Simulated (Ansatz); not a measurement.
# GeH₄ + CH₄O: a complex and its separated parts

Aim: how far the complex at one end of a reaction step lies below its separated, relaxed parts, level by level.

Program: Ansatz 0.2.0, Gaussian basis. Level of theory: PBE0-D4/def2-TZVP structures, single points in def2-TZVPP, no counterpoise correction. These are calculated values, not measurements.

Levels: SPW92, PBE-D4, BLYP-D4, r2SCAN-D4, B97M-V, PBE0-D4, B3LYP-D4, r2SCAN0-D4, BHLYP-D4, CAM-B3LYP-D4, wB97X-V, wB97M-V, B2PLYP, PBE-QIDH, RPA on PBE, Hartree-Fock, MP2, CCSD, CCSD(T).

Correlated methods freeze the cores. Filled d shells of the heavier atoms are correlated. B3LYP uses VWN-RPA correlation. B2PLYP carries no dispersion term here.

94 further runs of the same task are left out: 94 set aside as unsound or not needed.

## Step 1: Starting geometry

The complex: 11 atoms, charge 0, spin multiplicity 1.

Atoms are counted from 1 here; the program's logs count them from 0.

Bond lengths: Ge1–H4 1.532 Å, Ge1–H5 1.532 Å, Ge1–H6 1.540 Å, Ge1–H8 1.536 Å, O2–C3 1.411 Å, O2–H7 0.960 Å, C3–H9 1.090 Å, C3–H10 1.097 Å, C3–H11 1.096 Å. Angles: H4–Ge1–H5 110.8°, H4–Ge1–H6 108.8°, H4–Ge1–H8 110.1°, H5–Ge1–H6 108.8°, H5–Ge1–H8 110.2°, H6–Ge1–H8 108.1°, C3–O2–H7 108.6°, O2–C3–H9 107.0°, O2–C3–H10 112.2°, O2–C3–H11 112.1°, H9–C3–H10 108.2°, H9–C3–H11 108.3°, H10–C3–H11 108.9°.

As a file:

```xyz
11

Ge   -0.5507    1.6172    1.0321
O     0.8339   -0.3464   -1.0677
C     0.2003   -1.5947   -0.8936
H    -1.6345    1.0494    0.1098
H     0.4616    2.4464    0.2354
H    -1.2182    2.5238    2.0832
H     1.7183   -0.3980   -0.6988
H     0.1630    0.4758    1.7716
H    -0.7957   -1.5100   -1.3289
H     0.0897   -1.8599    0.1650
H     0.7322   -2.4035   -1.4080
```

Its parts: GeH₄ holds atoms 1, 4, 5, 6, 8; CH₄O holds atoms 2, 3, 7, 9, 10, 11. Each part counts its atoms afresh in its own runs.

## Step 2: Relaxing GeH₄ alone

relax-a/in.yaml

```yaml
crystal:
  periodic: [false, false, false]
  atoms:
    - {symbol: Ge, position_ang: [-0.550707, 1.617168, 1.032078]}
    - {symbol: H, position_ang: [-1.634530, 1.049404, 0.109793]}
    - {symbol: H, position_ang: [0.461620, 2.446396, 0.235374]}
    - {symbol: H, position_ang: [-1.218215, 2.523796, 2.083210]}
    - {symbol: H, position_ang: [0.163003, 0.475789, 1.771606]}
basis:
  gaussian: {orbitals: def2-TZVP}
hamiltonian: {xc: pbe0, dispersion: d4}
relax: {f_tol: 0.005, max_steps: 200}
```

Command:

```sh
> ansatz run in.yaml --threads 4 --pin off --events-out ev --progress --plain --max-ram 9574MiB
```

The runs that follow: Relaxing CH₄O alone; SPW92/def2-TZVPP; PBE-D4/def2-TZVPP; BLYP-D4/def2-TZVPP; r2SCAN-D4/def2-TZVPP; B97M-V/def2-TZVPP; PBE0-D4/def2-TZVPP; B3LYP-D4/def2-TZVPP; r2SCAN0-D4/def2-TZVPP; BHLYP-D4/def2-TZVPP; CAM-B3LYP-D4/def2-TZVPP; wB97X-V/def2-TZVPP; wB97M-V/def2-TZVPP; B2PLYP/def2-TZVPP; PBE-QIDH/def2-TZVPP; RPA on PBE/def2-TZVPP; CCSD(T)/def2-TZVPP; MP2/def2-QZVPP; Vibrations of GeH₄; Vibrations of CH₄O.

Before running it: what results should come out? Wanted: complex less parts, CCSD(T)/def2-TZVPP; with zero-point energy; largest T1 diagnostic.

**Answer**, as computed:

```
                              quantity         value
complex less parts, CCSD(T)/def2-TZVPP  -10.2 kJ/mol
                with zero-point energy   -6.5 kJ/mol
                 largest T1 diagnostic         0.012
```

In words: At CCSD(T) the complex lies 10.2 kJ/mol below its parts. r2SCAN0-D4 is the best functional here (0.0 kJ/mol from CCSD(T)); SPW92 is the worst (-5.7 kJ/mol). Mean unsigned error by rung: LDA 5.7, GGA 0.5, meta-GGA 0.7, hybrid 0.3, range-separated hybrid 0.7, double hybrid 3.4 kJ/mol. PBE-D4 gives a relative energy 0.9 kJ/mol too low, an error of 9 % of the reference. No counterpoise was applied, and triple zeta lacks some correlation, so the CCSD(T) reference has a basis error of its own, and close matches with it are partly luck.
